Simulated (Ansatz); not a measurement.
# CH₄FNOSi: how energies converge with the basis set

One table from this session's results is given with a row withheld; the runs are named, their logs left out.

Method: one geometry, several basis sets; program: Ansatz 0.2.0, Gaussian basis.

Levels to be run: PBE0-D4/def2-SVP; ωB97M-V/def2-SVP; PBE0-D4/def2-QZVPP; ωB97M-V/def2-QZVPP; the functionals' def2-TZVPP values are taken from earlier runs.

## Structure used throughout

The geometry comes from an earlier relaxation with PBE0-D4 in a triple-zeta def2 set; it is a stationary point, not always the lowest conformer.

9 atoms, charge 0, spin multiplicity 1.

Atoms are counted from 1 here; the program's logs count them from 0.

Bond lengths: F1–C2 1.374 Å, C2–N3 1.433 Å, C2–O5 1.402 Å, C2–H6 1.094 Å, N3–Si4 1.720 Å, N3–H7 1.004 Å, Si4–O5 1.681 Å, Si4–H8 1.481 Å, Si4–H9 1.485 Å. Angles: F1–C2–N3 112.3°, F1–C2–O5 110.3°, F1–C2–H6 105.9°, N3–C2–O5 100.3°, N3–C2–H6 116.4°, O5–C2–H6 111.7°, C2–N3–Si4 88.5°, C2–N3–H7 120.7°, Si4–N3–H7 139.4°, N3–Si4–O5 79.6°, N3–Si4–H8 116.8°, N3–Si4–H9 119.4°, O5–Si4–H8 113.5°, O5–Si4–H9 115.8°, H8–Si4–H9 109.1°, C2–O5–Si4 91.1°.

As a file:

```mol
CH4FNOSi
  3D, bonds by distance, orders not assigned

  9  9  0  0  0  0  0  0  0  0999 V2000
   -0.1207    2.0176    0.4071 F   0  0
    0.1302    0.9575   -0.4294 C   0  0
    0.9181   -0.0589    0.2028 N   0  0
   -0.4660   -1.0795    0.1827 Si  0  0
   -1.0503    0.2418   -0.6758 O   0  0
    0.5406    1.3903   -1.3470 H   0  0
    1.6760    0.1860    0.8134 H   0  0
   -0.3734   -2.3158   -0.6269 H   0  0
   -1.1660   -1.3852    1.4560 H   0  0
  1  2  8  0
  2  3  8  0
  3  4  8  0
  4  5  8  0
  2  6  8  0
  3  7  8  0
  4  8  8  0
  4  9  8  0
  2  5  8  0
M  END
```

Set-up of the first run:

in.yaml reads:

```yaml
crystal:
  periodic: [false, false, false]
  atoms:
    - {symbol: F, position_ang: [-0.120692, 2.017641, 0.407117]}
    - {symbol: C, position_ang: [0.130223, 0.957507, -0.429449]}
    - {symbol: N, position_ang: [0.918100, -0.058925, 0.202815]}
    - {symbol: Si, position_ang: [-0.465983, -1.079519, 0.182712]}
    - {symbol: O, position_ang: [-1.050301, 0.241841, -0.675766]}
    - {symbol: H, position_ang: [0.540639, 1.390254, -1.346992]}
    - {symbol: H, position_ang: [1.676041, 0.185952, 0.813352]}
    - {symbol: H, position_ang: [-0.373400, -2.315833, -0.626868]}
    - {symbol: H, position_ang: [-1.166028, -1.385216, 1.455981]}
basis:
  gaussian: {orbitals: def2-SVP}
hamiltonian: {xc: pbe0, dispersion: d4}
output: {orbitals: {seedname: orbitals}}
```

Started as:

```sh
> ansatz run in.yaml --threads 2 --pin off --events-out ev --progress --plain --max-ram 4352MiB
```

Steps of the session up to this table: PBE0-D4 in def2-SVP; ωB97M-V in def2-SVP; PBE0-D4 in def2-QZVPP; ωB97M-V in def2-QZVPP.

One of the session's tables, all rows but one given; the rest of the session is left out.

| functional | basis | HOMO (eV) |
| --- | --- | --- |
| PBE0-D4 | def2-SVP | -7.78 |
| PBE0-D4 | def2-TZVPP | -7.92 |
| PBE0-D4 | def2-QZVPP | ? |
| ωB97M-V | def2-SVP | -10.11 |
| ωB97M-V | def2-TZVPP | -10.28 |
| ωB97M-V | def2-QZVPP | -10.32 |

**Question.** Estimate the row for PBE0-D4, def2-QZVPP.

**Answer.** HOMO (eV): -7.96. In the column «HOMO (eV)» it lies between ωB97M-V, def2-SVP (-10.11) and PBE0-D4, def2-TZVPP (-7.92).
